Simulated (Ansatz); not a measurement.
**AlRuF4: from the start to rest**

The start is AlRuF4, a borrowed structure type, volume estimated. Where does it settle when we relax the atoms in a fixed cell, and what is it like there?

Computed, not measured: Ansatz 0.2.0, DFT, r2SCAN, no spin polarisation, plane waves, PAW.

## (1) Geometry

Symmetry: P4/mmm, No. 123, tetragonal system. Conventional cell: a = 3.406 Å, b = 3.406 Å, c = 5.994 Å, α = 90.00°, β = 90.00°, γ = 90.00°. Ru (site symmetry 4/mmm) is surrounded by 8 F at 2.77 Å. Around Al (site symmetry 4/mmm) lie 6 F at 1.64 to 1.70 Å. F (site symmetry mmm) is surrounded by 2 Al at 1.70 Å. Around F (site symmetry 4mm) lie 1 Al at 1.64 Å.

The coordinates stand in the input below.

The first density is read from a saved solution for the starting cell.

## (2) The walk to rest

input.yaml reads:

```yaml
crystal:
  lattice:
    - [3.406221, 0.0, 0.0]
    - [0.0, 3.406221, 0.0]
    - [0.0, 0.0, 5.993541]
  atoms:
    - { symbol: Ru, position: [0.5, 0.5, 0.5] }
    - { symbol: Al, position: [0.0, 0.0, 0.0] }
    - { symbol: F, position: [0.5, 0.0, 0.0] }
    - { symbol: F, position: [0.0, 0.5, 0.0] }
    - { symbol: F, position: [0.0, 0.0, 0.2728] }
    - { symbol: F, position: [0.0, 0.0, 0.7272] }
  symmetry: { tolerance: 0.0003 }
kpoints:
  mp_grid: { grid: [8, 8, 5], shift: [0, 0, 0] }
magnetization:
  spin_polarized: false
scf:
  occupations: { method: fermi_dirac }
  lower_state_search: "off"
hamiltonian:
  pseudopotentials: { kind: paw }
  xc: r2scan
basis:
  ecutwfc: 500
  fft_grid_basis: typed
relax:
  max_steps: 80
output:
  forces: true
  stress: true
  eigenvalues: true
  bader: true
  populations: true
  elf: true
  write_potential: true
  volumetric_format: npy
  dos:
    e_range: [-12, 8]
    de: 0.05
    projected: { site_lists: { Al: [Al], F: [F], Ru: [Ru] } }
  write_density: true
checkpoint:
  read: saved_state
```

Run with:

```
ansatz run input.yaml --threads 2 --pin off --max-ram 2560MiB --backend cpu --events-out ev --progress --plain --runs-dir out
```

The program printed, shortened:

```text
Warning: output.stress: scf.convergence.dr2_threshold = 1e-7 eV (the SCF's general default) is looser than the 6e-10 eV advised for a printed stress (1e-10 eV for each atom of the cell: 6). What an SCF threshold leaves in a stress goes as its square root, and in the free energy as the [...]
Warning: RAYON_NUM_THREADS=2 ignored (pool sized by the plan → 2); use --threads N
[...]
Pseudopotentials: kind: paw
Pseudopotential: Ru, paw, valence charge 16, recommended cutoff 500 eV (meta_gga), Ru.paw.azcp
Pseudopotential: Al, paw, valence charge 3, recommended cutoff 500 eV (meta_gga), Al.paw.azcp
Pseudopotential: F, paw, valence charge 7, recommended cutoff 500 eV (meta_gga), F.paw.azcp
Functional definition: r2SCAN
[...]
Crystal: 6 atoms, lattice volume = 69.539 Å³
Basis set: ecut = 500 eV, 1765 PW (Γ), exchange–correlation on 100×100×180 points (64 copies of the dense FFT grid, shifted against one another)
Bands: 30, of which v1, the nominal top of the filled ones, is band 24 counted from 1 (23 counted from 0)
Symmetry: 16 space group operations
Space group: P4/mmm (ITA 123), of the structure as read, at distance tolerance 1.2e-3 Å
k-points: 45 of 320
[...]
SCF iter   1: F=-9670.071845 eV  HF=-9670.054817 eV  |F-HF|=1.70e-2  |Δ(HF+E_count)|=         —  Δρ=4.48e-3  dr2=1.62e-3  dr2_τ=1.67e-3  ethr=3.58e-6  ⟨swp⟩=2.1  Hψ=8773  notcnv=0
[...]
relax step   1: F+E_penalty+E_count = -9670.07295383 eV  Δ(F+E_penalty+E_count) = +0.000e0 eV  max|allowed force component| = 4.401e0 eV/Å  Δτ_max = 0.0000 Å  (7 SCF iters, accepted)
[...]
relax step   2: F+E_penalty+E_count = -9670.45117124 eV  Δ(F+E_penalty+E_count) = -3.782e-1 eV  max|allowed force component| = 2.703e0 eV/Å  Δτ_max = 0.0537 Å  (8 SCF iters, dr2 threshold 1.00e-4 eV, accepted)
[...]
relax step   3: F+E_penalty+E_count = -9670.73566691 eV  Δ(F+E_penalty+E_count) = -2.845e-1 eV  max|allowed force component| = 4.630e-1 eV/Å  Δτ_max = 0.0932 Å  (8 SCF iters, dr2 threshold 1.00e-4 eV, accepted)
SCF iter   1: F=-9670.743414 eV  HF=-9670.740547 eV  |F-HF|=2.87e-3  |Δ(HF+E_count)|=         —  Δρ=4.39e-3  dr2=6.16e-3  dr2_τ=6.36e-2  ethr=1.22e-4  ⟨swp⟩=3.2  Hψ=3409  notcnv=0  defer=28
[...]
```

## (3) More of the same log: semilocal partner

Output, continued, shortened:

```text
SCF iter   2: F=-9670.741077 eV  HF=-9670.747926 eV  |F-HF|=6.85e-3  |Δ(HF+E_count)|=   7.38e-3  Δρ=6.88e-3  dr2=1.33e-2  dr2_τ=1.19e-3  ethr=1.31e-5  ⟨swp⟩=2.0  Hψ=2974  notcnv=0  defer=28
[...]
relax step   4: F+E_penalty+E_count = -9670.74608311 eV  Δ(F+E_penalty+E_count) = -1.042e-2 eV  max|allowed force component| = 1.424e-2 eV/Å  Δτ_max = 0.0220 Å  (8 SCF iters, dr2 threshold 1.34e-5 eV, accepted)
[...]
relax step   5: F+E_penalty+E_count = -9670.74608310 eV  Δ(F+E_penalty+E_count) = +1.091e-8 eV  max|allowed force component| = 1.434e-2 eV/Å  Δτ_max = 0.0000 Å  (2 SCF iters, accepted)
[...]
relax step   6: F+E_penalty+E_count = -9670.74609325 eV  Δ(F+E_penalty+E_count) = -1.014e-5 eV  max|allowed force component| = 1.203e-4 eV/Å  Δτ_max = 0.0007 Å  (6 SCF iters, accepted)
[...]
    - { symbol: F, position: [0.49999999999999994, 1.7117068974909573e-34, 3.0125085035090836e-35] }
    - { symbol: F, position: [1.3033083514500786e-33, 0.49999999999999994, 1.6066712018715113e-35] }
    - { symbol: F, position: [-5.604589291200436e-33, 2.8933368202750373e-35, 0.30111059692273084] }
    - { symbol: F, position: [-5.470301560530364e-33, 5.720414018711715e-35, 0.698889403077269] }
--- Löwdin populations: 6 sites ---
  site symbol       q [e]
     0     Ru     15.3079
     1     Al      1.4795
     2      F      7.4877
     3      F      7.4877
     4      F      7.5330
     5      F      7.5330
  spilling = 0.003638 (of n_electrons = 47.000000)
--- Bader charges: 6 sites ---
  site symbol  charge [e]  shift [e]
     0     Ru      0.8338     0.0000
     1     Al      2.6483     0.0027
     2      F     -0.9001     0.0010
     3      F     -0.9001     0.0010
     4      F     -0.8409     0.0003
     5      F     -0.8410     0.0003
  estimated error of the sums over rays = 4.7e-4 e
```

Run time: 61 s. Hardware: 2 threads of Arm Neoverse V2, shared host; peak memory 0.57 GiB.

Step by step:

```tsv
step	energy from step 1 (eV/cell)	largest force component (eV/Å)
1	0.0000	4.4009
2	-0.3782	2.7029
3	-0.6627	0.4630
4	-0.6731	0.0142
5	-0.6731	0.0143
6	-0.6731	0.0001
```

Step 1 is the start. Step 5 solves the same geometry again.

The largest move, 0.17 Å, is shared by several atoms, F6 among them.

## (4) States by energy

States per cell by energy window, from dos.tsv and pdos.tsv (tetrahedra; eV from the Fermi level):

```tsv
from	to	total	F p	Ru s	Ru d
-8.0	-7.0	3.57	3.35	0.05	0.05
-7.0	-6.0	4.72	4.44	0.07	0.09
-6.0	-5.0	8.40	8.08	0.02	0.20
-5.0	-4.0	0.00	0.00	0.00	0.00
-4.0	-3.0	0.00	0.00	0.00	0.00
-3.0	-2.0	0.00	0.00	0.00	0.00
-2.0	-1.0	1.07	0.03	0.00	1.03
-1.0	0.0	5.35	0.15	0.02	5.12
0.0	1.0	3.65	0.19	0.04	3.37
1.0	2.0	0.34	0.03	0.24	0.00
2.0	3.0	0.41	0.04	0.30	0.01
3.0	4.0	0.54	0.05	0.41	0.01
4.0	5.0	0.66	0.05	0.49	0.02
```

## (5) How the electrons are shared

Gathered by element (positive charge: electrons given up): Löwdin charges also hold the electrons that the projection spills.

```tsv
element	atoms	Bader charge (e)	Bader volume (Å³)	Löwdin charge (e)
Ru	1	+0.83	21.1	+0.69
Al	1	+2.65	2.7	+1.52
F	4	-0.90 to -0.84	11.2 to 11.6	-0.53 to -0.49
```

Löwdin charges rest on a small set of atomic orbitals that misses 0.4 % of the electrons, so they need not add up to the cell's charge and can differ from Bader's even in sign.

## (6) Fields in real space

Maps in the plane spanned by a and b at height 0.000 along c (axes of the input's cell), one cell: a runs left to right (10 points from zero), b bottom to top (10 points), 90° apart. Inside the augmentation spheres the fields are the smooth ones.

Valence density. Ten steps from '0' (0.03 e/Å³) to '9' (14.10 e/Å³), finer at the low end (step k begins (100^(k/10) - 1)/99 of the way up):
```
0024787420
2212444212
5421111124
8741000147
9841000148
8741000147
5421111124
2212444212
0024787420
0025898520
```

ELF. Ten even steps from '0' (0.00) to '9' (0.82):
```
0029989920
4203898302
9930242039
8982000289
4894000498
8982000289
9930242039
4203898302
0029989920
0049848940
```

Atoms within 0.2 Å of the plane, in fractions of a and b: Al at (0.00, 0.00), F at (0.50, 0.00), F at (0.00, 0.50).

Scans along the contacts give these minima of the density:

```tsv
contact	length (Å)	minimum at (fraction)	density (e/Å³)	ELF
Al2–F3	1.703	none clear	–	–
Ru1–F5	2.687	0.53	0.142	0.04
```

```
fraction  Al2–F3  Ru1–F5
     0.2   0.066    5.54
     0.3   0.136    1.67
     0.4   0.329   0.364
     0.5   0.731   0.149
     0.6    1.56   0.199
     0.7    3.64   0.657
     0.8     7.6    2.94
```

(Smooth valence density in e/Å³ at fractions of each contact.)

## (7) What came out

| quantity | value |
| --- | --- |
| moves | 4 |
| energy gained | 112.2 meV/atom |
| largest move | 0.17 Å (F) |
| space group (0.01 Å), before / after | P4/mmm / P4/mmm |
| pressure left in the fixed cell | 7.6 GPa |
| character | metal |
| density of states, mean within 0.25 eV of the Fermi level | 12 per eV per cell |
| Bader charges | Ru +0.83, Al +2.65, F -0.90 to -0.84 e |

In the fixed cell the largest move of an atom is 0.17 Å; the energy fell by 112.2 meV per atom. The fixed cell still holds a mean pressure of 7.6 GPa, so it would expand if let free. With 16 symmetry operations imposed, the end may be a saddle point towards distortions that break them. It is a metal; within 0.25 eV of the Fermi level the density of states averages 12 per eV per cell, mostly Ru d (94 %). Al loses most charge (+2.65 e on average) and F gains most (-0.87 e).

Caveats: an odd count of electrons without spin polarisation forces a partly filled band; many states at the Fermi level without spin polarisation, so a magnetic state may lie lower; the SCF threshold is loose for a stress.
